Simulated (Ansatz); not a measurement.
# CH2AlFSe: up Jacob's ladder to CCSD(T)

Aim: compute CH2AlFSe with functionals from several rungs and with coupled cluster, and see how far each lands from CCSD(T) at the basis-set limit for the atomisation energy.

Program: Ansatz 0.2.0, Gaussian basis. Level of theory: functionals in def2-TZVPP, the program's frozen cores in correlated methods. These are calculated values, not measurements.

Levels to be run: LDA (SPW92), PBE-D4, revPBE-D4, BLYP-D4, r2SCAN-D4, B97M-V, PBE0-D4, B3LYP-D4, r2SCANh-D4, r2SCAN0-D4, HSE06-D4, BHLYP-D4, CAM-B3LYP-D4, LC-ωPBE, ωB97X-V, ωB97M-V, B2PLYP, PBE-QIDH; CCSD(T)/def2-SVP; CCSD(T)/def2-TZVPP; MP2/def2-QZVPP; extrapolation to the limit; RPA on PBE.

### Step 1. The relaxed structure

All runs share one geometry, relaxed beforehand with PBE0-D4 in a triple-zeta def2 set.

6 atoms, charge 0, spin multiplicity 1.

Atoms are counted from 1 here; the program's logs count them from 0.

Bond lengths: F1–C2 1.303 Å, C2–Al3 1.967 Å, C2–Se4 1.787 Å, Al3–Se4 2.601 Å, Al3–H5 1.580 Å, Al3–H6 1.580 Å. Angles: F1–C2–Al3 149.8°, F1–C2–Se4 122.6°, Al3–C2–Se4 87.6°, C2–Al3–Se4 43.3°, C2–Al3–H5 116.7°, C2–Al3–H6 116.6°, Se4–Al3–H5 112.8°, Se4–Al3–H6 112.8°, H5–Al3–H6 125.6°, C2–Se4–Al3 49.1°.

### Step 2. LDA

This LDA is Slater exchange with PW92 correlation.

Contents of in.yaml:

```yaml
crystal:
  periodic: [false, false, false]
  atoms:
    - {symbol: F, position_ang: [0.189361, -2.313209, 0.101720]}
    - {symbol: C, position_ang: [-0.117437, -1.056066, -0.053604]}
    - {symbol: Al, position_ang: [0.350038, 0.844700, 0.140389]}
    - {symbol: Se, position_ang: [-1.665154, -0.524914, -0.770936]}
    - {symbol: H, position_ang: [1.229692, 1.479203, -1.008451]}
    - {symbol: H, position_ang: [0.055599, 1.506285, 1.544684]}
basis:
  gaussian: {orbitals: def2-TZVPP}
hamiltonian: {xc: lda}
output: {orbitals: {seedname: orbitals}}
```

Launch:

```
ansatz run in.yaml --threads 2 --pin off --events-out ev --progress --plain --max-ram 4352MiB
```

The runs that follow: PBE-D4 (GGA); revPBE-D4 (GGA); BLYP-D4 (GGA); r2SCAN-D4 (meta-GGA); B97M-V (meta-GGA); B3LYP-D4 (hybrid); r2SCANh-D4 (hybrid); r2SCAN0-D4 (hybrid); HSE06-D4 (hybrid); BHLYP-D4 (hybrid); CAM-B3LYP-D4 (range-separated); LC-ωPBE (range-separated); ωB97X-V (range-separated); ωB97M-V (range-separated); B2PLYP (double hybrid); PBE-QIDH (double hybrid); CCSD(T) in def2-SVP; CCSD(T) in def2-TZVPP; MP2 in def2-QZVPP; RPA on PBE orbitals.

Before running them: what should the planned runs give, taken together? Wanted: atomisation energy, CCSD(T)/CBS; farthest beyond LDA; mean size of error, GGA; mean size of error, meta-GGA; mean size of error, hybrid; mean size of error, range-separated; mean size of error, double hybrid; gap, smallest and largest; T1 diagnostic.

As calculated:

| quantity | value |
| --- | --- |
| atomisation energy, CCSD(T)/CBS | 432.4 kcal/mol |
| functionals within 4.3 kcal/mol (1.0 %) | revPBE-D4, BLYP-D4, r2SCAN-D4, PBE0-D4, r2SCANh-D4, HSE06-D4, ωB97X-V, ωB97M-V |
| farthest beyond LDA | BHLYP-D4 (-27.2 kcal/mol) |
| mean size of error, GGA | 5.1 kcal/mol |
| mean size of error, meta-GGA | 4.5 kcal/mol |
| mean size of error, hybrid | 8.5 kcal/mol |
| mean size of error, range-separated | 4.5 kcal/mol |
| mean size of error, double hybrid | 8.1 kcal/mol |
| gap, smallest and largest | 2.68 eV (LDA (SPW92)), 9.59 eV (LC-ωPBE) |
| T1 diagnostic | 0.0179 |
| triples share of the correlation energy | 4.1 % |

**Reading.** The LDA atomisation energy is off by 80.6 kcal/mol (19 %): it overbinds. PBE-D4 is off by +14.5 kcal/mol. Double hybrids carry the basis error of their MP2 part in triple zeta, and no dispersion term here, so their miss is partly the set-up's. By mean error the best rung here is range-separated (4.5 kcal/mol) and the worst beyond LDA is hybrid (8.5 kcal/mol). The gap between the best rungs is small, so their order is not settled. The mean of the hybrids holds BHLYP, with half exact exchange. The reference freezes the cores and leaves out relativity and excitations past (T), and its outer-core shells are covered unevenly, so misses under about 4.3 kcal/mol can't be ranked. All levels share the lack of spin-orbit coupling, which lowers the free heavy atoms and so the true binding. Hartree-Fock recovers 65 % of the binding; the rest is correlation. CCSD(T) in def2-SVP is off by -32.0 kcal/mol, worse than the median functional, from the basis alone. The gap grows from 2.7 to 9.6 eV across the functionals, mostly with the share of exact exchange. Correlated methods include outer-core shells of Se, which these sets cover unevenly.
